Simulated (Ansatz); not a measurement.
**BrCl3H2Si: a nudged elastic band, and a look at its input**

A nudged elastic band is wanted. The input is run as typed. The step meant is a four-centre ligand exchange at charge 0 and multiplicity 1, which changes Si1–Br7, Cl2–H6, Si1–Cl2, H6–Br7.

Method: PBE0-D4/def2-SVP; program: Ansatz 0.2.0, Gaussian basis.

### 1 The structure

```tsv
atom	x (Å)	y (Å)	z (Å)
Si1	-0.77970	-0.60821	-0.27623
Cl2	1.08182	-1.41847	-0.06454
Cl3	-2.01524	-2.01197	-1.06180
Cl4	-1.46342	-0.03344	1.54208
H5	-0.70214	0.54845	-1.17666
H6	2.10535	1.07021	0.53516
Br7	1.77334	2.45353	0.50208
```

### 2 The run

run/in.yaml

```yaml
crystal:
  periodic: [false, false, false]
  atoms:
    - {symbol: Si, position_ang: [-0.779705, -0.608208, -0.276231]}
    - {symbol: Cl, position_ang: [1.081818, -1.418469, -0.064537]}
    - {symbol: Cl, position_ang: [-2.015239, -2.011974, -1.061796]}
    - {symbol: Cl, position_ang: [-1.463422, -0.033444, 1.542081]}
    - {symbol: H, position_ang: [-0.702137, 0.548452, -1.176661]}
    - {symbol: H, position_ang: [2.105348, 1.070210, 0.535162]}
    - {symbol: Br, position_ang: [1.773337, 2.453534, 0.502083]}
basis:
  gaussian: {orbitals: def2-SVP}
hamiltonian: {xc: pbe0, dispersion: d4}
neb:
  images: 5
  climbing: true
  max_iterations: 30
  initial_path: idpp
  f_tol: 2.0
  final_atoms:
    - {symbol: Si, position_ang: [-1.017530, 0.476262, -0.373328]}
    - {symbol: Cl, position_ang: [2.377972, -1.669031, 1.105531]}
    - {symbol: Cl, position_ang: [-0.876290, -1.227428, -1.459169]}
    - {symbol: Cl, position_ang: [-1.402124, 0.034871, 1.565231]}
    - {symbol: H, position_ang: [-2.084865, 1.328926, -0.914875]}
    - {symbol: H, position_ang: [2.111918, -0.527351, 0.581431]}
    - {symbol: Br, position_ang: [0.890921, 1.583849, -0.504722]}
```

Started as:

```console
> ansatz run in.yaml --threads 8 --pin off --events-out ev --progress --plain --max-ram 19148MiB
```

The log of the run, shortened:

```text
Functional definition: PBE0
  name "PBE0"
  cite "Adamo & Barone, J. Chem. Phys. 110, 6158 (1999) doi:10.1063/1.478522"
  cite "Perdew, Burke & Ernzerhof, Phys. Rev. Lett. 77, 3865 (1996) doi:10.1103/PhysRevLett.77.3865"
  parent pbe
[...]
1131 factors; integrals over basis functions are off by at most 2.9e-4 eV
[...]
mean field -115482.13922119 eV, -4243.8903397734 hartree, gradient 3.1e-5 eV, S^2 0.000000; 0 other end points of the search recorded, 0 dependent functions left out
[...]
reference -115482.13924574 eV, -4243.8903406755 hartree; 51, 51 occupied and 63, 63 virtual orbitals, 1131 factors
[... from here to the last solve, the lines of the solves are left out (101 solves) ...]
NEB end point (image 0): max|allowed force component| = 3.164e-1 eV/Å (the criterion of neb.relax_end_points is 4.000e-1)
NEB end point (image 6): max|allowed force component| = 3.192e-1 eV/Å (the criterion of neb.relax_end_points is 4.000e-1)
NEB iter   1: max|band force component| = 4.025e0 eV/Å  barrier→ = 3.8492 eV  barrier← = 3.7562 eV  Δτ_max = 0.2000 Å  (183 SCF iters)
[...]
NEB iter   4: max|band force component| = 7.368e-1 eV/Å  barrier→ = 1.5189 eV  barrier← = 1.4259 eV  CI = image 3  CI's point: of a kind that is not told: the force calls met no fall of its own across the path by its bar (0.5 eV/Å² at the least)  an image goes back on the path  Δτ_max = [...]
NEB iter   5: max|band force component| = 1.447e0 eV/Å  barrier→ = 1.5361 eV  barrier← = 1.4431 eV  CI = image 2  CI's point: of a kind that is not told: the force calls were inconclusive, a negative curvature could not be distinguished from the path's own, the only one lies far off the [...]
Total energy: -115480.83569586 eV, -4243.8424361010 hartree
Atom 0 at    -0.601691     0.025194    -0.187948 Å, force     0.007916    -0.033118     0.110095 eV/Å
Atom 1 at     1.290752    -1.363948     0.337324 Å, force    -0.072046     0.001968    -0.032337 eV/Å
Atom 2 at    -1.390115    -1.578036    -1.237953 Å, force     0.019158     0.000589     0.002945 eV/Å
Atom 3 at    -1.393992     0.103918     1.695859 Å, force     0.051320    -0.007506    -0.050993 eV/Å
Atom 4 at    -1.135033     1.122938    -1.010954 Å, force    -0.089486     0.014810    -0.083748 eV/Å
Atom 5 at     1.843280     0.029863     0.366509 Å, force     0.044423    -0.019438     0.036604 eV/Å
Atom 6 at     1.386798     1.660172     0.037264 Å, force     0.038716     0.042695     0.017434 eV/Å
Dipole moment:     0.145771     0.043238    -0.026111 e Å
```

Run time: 75 s. Hardware: 8 threads of Arm Neoverse V2, shared host.

### 3 Diagnosis

The run ended normally, yet its numbers don't answer the question that was meant.

The force tolerance of 2 eV/Å lets the band stop early, so its barrier is not a converged value.

Remedy: leave f_tol at its default or near 0.05 eV/Å.

### 4 Summary of results

| quantity | value |
| --- | --- |
| this run | converged |
| fault | tolerance too loose |

The force tolerance of 2 eV/Å lets the band stop early, so its barrier is not a converged value.

For comparison, these settings ran to the end on the same system (10 iterations):

```yaml
hamiltonian: {xc: pbe0, dispersion: d4}
neb:
  images: 5
  climbing: true
  max_iterations: 40
  initial_path: idpp
```
